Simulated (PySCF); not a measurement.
# Mg³⁺: changing the method

Aim: see what other levels and later steps give for Mg³⁺.

Computed with PySCF 2.14.0. Level: method and basis as typed in the scripts.

4 further runs of the same task are left out: 4 that didn't finish.

## Step 1: The atom

Mg³⁺: 1 atom, charge 3, spin multiplicity 2.

## Step 2: The run that the others are compared with

The input, input.py:

```python
from pyscf import gto, dft

mol = gto.M(
    atom='Mg 0 0 0',
    basis='ano-rcc-vdzp',
    charge=3,
    spin=1,
    symmetry=True,
    verbose=4,
)
mf = dft.ROKS(mol, xc='wb97x')
mf = mf.sfx2c1e()
mf.kernel()
mf.analyze()
print('orbital energies (hartree):', mf.mo_energy[..., max(0, mol.nelec[1]-3):mol.nelec[0]+3].round(4))
```

Launch:

```console
> OMP_NUM_THREADS=1 python input.py
```

## Step 3: B3pw91

Run 1 changes functional: wb97x → b3pw91.

input.py: that of step 2 with these lines changed.

```diff
@@ -10,3 +10,3 @@
 )
-mf = dft.ROKS(mol, xc='wb97x')
+mf = dft.ROKS(mol, xc='b3pw91')
 mf = mf.sfx2c1e()
```

## Step 4: Mn15l

Run 2 changes functional: wb97x → mn15l.

input.py: that of step 2 with these lines changed.

```diff
@@ -10,3 +10,3 @@
 )
-mf = dft.ROKS(mol, xc='wb97x')
+mf = dft.ROKS(mol, xc='mn15l')
 mf = mf.sfx2c1e()
```

## Step 5: Wb97x-v

Run 3 changes functional: wb97x → wb97x-v.

input.py: that of step 2 with these lines changed.

```diff
@@ -10,3 +10,3 @@
 )
-mf = dft.ROKS(mol, xc='wb97x')
+mf = dft.ROKS(mol, xc='wb97x-v')
 mf = mf.sfx2c1e()
```

## Step 6: CASSCF (ROHF)

Run 4 changes step after the SCF: analyze → casscf; SCF type: ROKS → ROHF; functional: wb97x → none (Hartree–Fock); active space: none → 7 electrons in 8 orbitals.

The input, input.py:

```python
from pyscf import gto, scf, mcscf

mol = gto.M(
    atom='Mg 0 0 0',
    basis='ano-rcc-vdzp',
    charge=3,
    spin=1,
    symmetry=True,
    verbose=4,
)
mf = scf.ROHF(mol)
mf = mf.sfx2c1e()
mf.kernel()
mc = mcscf.CASSCF(mf, 8, 7)
mc.kernel()
mc.analyze()
mf.dip_moment()
print('orbital energies (hartree):', mf.mo_energy[..., max(0, mol.nelec[1]-3):mol.nelec[0]+3].round(4))
```

Q: Predict the outcome of this session. Wanted: for each run, E(SCF); from base; after the SCF.

The runs gave:

```csv
run,E(SCF) (hartree),from base (eV),cycles,after the SCF
base,-196.607524,0,6,n/a
b3pw91,-196.557724,not comparable,6,n/a
mn15l,-196.606541,not comparable,6,n/a
wb97x-v,-196.565274,not comparable,6,n/a
CASSCF (ROHF),-196.229892,not comparable,6,CASSCF correlation -1.369 eV
```

Total energies of different functionals can't be compared with each other; differences within one functional can. The dearest run is “wb97x-v”, at 18 s against 2.7 s.
